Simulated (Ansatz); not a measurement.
# AlGeH4N: ladder of basis sets from a Python script

Wanted for AlGeH4N: a ladder of basis sets. SMILES: [NH]1[AlH][GeH2]1.

Computed with the Python package of Ansatz 0.2.0. The levels of theory stand in the script.

## (1) Starting point

Bond lengths: N1–Al2 1.924 Å, N1–Ge3 1.847 Å, Al2–Ge3 2.402 Å, N1–H4 1.026 Å, Al2–H5 1.611 Å, Ge3–H6 1.543 Å, Ge3–H7 1.603 Å. Angles: N1–Al2–Ge3 49.0°, N1–Al2–H5 148.8°, Ge3–Al2–H5 146.7°, Al2–N1–Ge3 79.1°, Al2–N1–H4 101.2°, Ge3–N1–H4 103.5°, N1–Ge3–Al2 51.9°, N1–Ge3–H6 114.2°, N1–Ge3–H7 107.8°, Al2–Ge3–H6 119.6°, Al2–Ge3–H7 119.0°, H6–Ge3–H7 120.7°.

The script holds or builds the structure itself.

## (2) The code

The input, run_basis.py:

```python
# -*- coding: utf-8 -*-
"""How the energy of AlGeH4N converges with the basis."""

import ansatz as az

SETTINGS = {
    "functional": "HF",
}

molecule = (
    az.Crystal.molecule()
    .atom("N", [-0.512, -0.9555, -0.3488])
    .atom("Al", [0.0477, 0.6078, -1.3213])
    .atom("Ge", [0.3205, 0.008, 0.9887])
    .atom("H", [-1.5081, -0.7544, -0.204])
    .atom("H", [0.7267, 1.242, -2.6379])
    .atom("H", [-0.6443, 0.5861, 2.0455])
    .atom("H", [1.6308, -0.802, 1.4321])
)

setup = molecule.calculation().functional(SETTINGS["functional"])

energies = {}
for basis in ["def2-SVP", "def2-SVPD", "def2-TZVP", "def2-TZVPP"]:
    report = setup.basis(gaussian=basis).run(threads=1).report
    size = report["n_frozen"] + report["n_occupied"][0] + report["n_virtual"][0]
    energies[basis] = (report["reference_energy_ev"] / 27.211386246, report["free_energy_ev"] / 27.211386246)
    print(f"{basis:14s} {size:4d} orbitals  reference {energies[basis][0]:14.6f} Ha  total {energies[basis][1]:14.6f} Ha")

last = energies["def2-TZVPP"][1]
for basis, (_, total) in energies.items():
    print(f"{basis:14s} lies {27.211386 * (total - last):9.4f} eV above def2-TZVPP")
```

## (3) The calls as engine input

The engine receives this input (first run):

```yaml
crystal:
  periodic: [false, false, false]
  atoms:
    - { symbol: "N", position_ang: [-0.512, -0.9555, -0.3488] }
    - { symbol: Al, position_ang: [0.0477, 0.6078, -1.3213] }
    - { symbol: Ge, position_ang: [0.3205, 0.008, 0.9887] }
    - { symbol: H, position_ang: [-1.5081, -0.7544, -0.204] }
    - { symbol: H, position_ang: [0.7267, 1.242, -2.6379] }
    - { symbol: H, position_ang: [-0.6443, 0.5861, 2.0455] }
    - { symbol: H, position_ang: [1.6308, -0.802, 1.4321] }
basis:
  gaussian:
    orbitals: def2-SVP
hamiltonian:
  xc: hf
```

## (4) Running it

Command:

```
$ python run_basis.py
```

Standard output:

```text
def2-SVP         84 orbitals  reference   -2373.603605 Ha  total   -2373.603605 Ha
def2-SVPD       114 orbitals  reference   -2373.615102 Ha  total   -2373.615102 Ha
def2-TZVP       140 orbitals  reference   -2374.024780 Ha  total   -2374.024780 Ha
def2-TZVPP      177 orbitals  reference   -2374.026416 Ha  total   -2374.026416 Ha
def2-SVP       lies   11.5053 eV above def2-TZVPP
def2-SVPD      lies   11.1924 eV above def2-TZVPP
def2-TZVP      lies    0.0445 eV above def2-TZVPP
def2-TZVPP     lies    0.0000 eV above def2-TZVPP
```

It took 6.4 s on 1 thread of Arm Neoverse V2, shared host; peak memory 0.36 GiB.

## (5) What changed from run to run

The engine's inputs for the other runs:

Run 2, against run 1:

```diff
@@ -13 +13 @@
-    orbitals: def2-SVP
+    orbitals: def2-SVPD
```

Run 3, against run 1:

```diff
@@ -13 +13 @@
-    orbitals: def2-SVP
+    orbitals: def2-TZVP
```

Run 4, against run 1:

```diff
@@ -13 +13 @@
-    orbitals: def2-SVP
+    orbitals: def2-TZVPP
```

## (6) Run by run

From the records of these 4 runs:

| run | basis | energy (eV) | SCF cycles | CPU time (s) |
| --- | --- | --- | --- | --- |
| 1 | def2-SVP | -64589.0445 | 12 | 0.88 |
| 2 | def2-SVPD | -64589.3574 | 13 | 1.1 |
| 3 | def2-TZVP | -64600.5052 | 15 | 1.6 |
| 4 | def2-TZVPP | -64600.5498 | 15 | 2.4 |

## (7) What came out

| quantity | value |
| --- | --- |
| runs compared | 4 |
| change of the total from set to set | -0.313, -11.148, -0.045 eV |

**Reading.** Against def2-SVP: def2-SVPD -11.5 mHa, def2-TZVP -421.2 mHa and def2-TZVPP -422.8 mHa. The last step alone is -1.64 mHa (these two sets differ little on atoms other than hydrogen). From the first set to the last the time grows from 0.9 to 2.4 s. The drop along the ladder measures the basis error, and is no property of the molecule. The geometry is a force-field or estimated start, not a minimum of this method, and the last set is no limit. Much of the fall in a total is atomic energy, which cancels in bond and reaction energies.
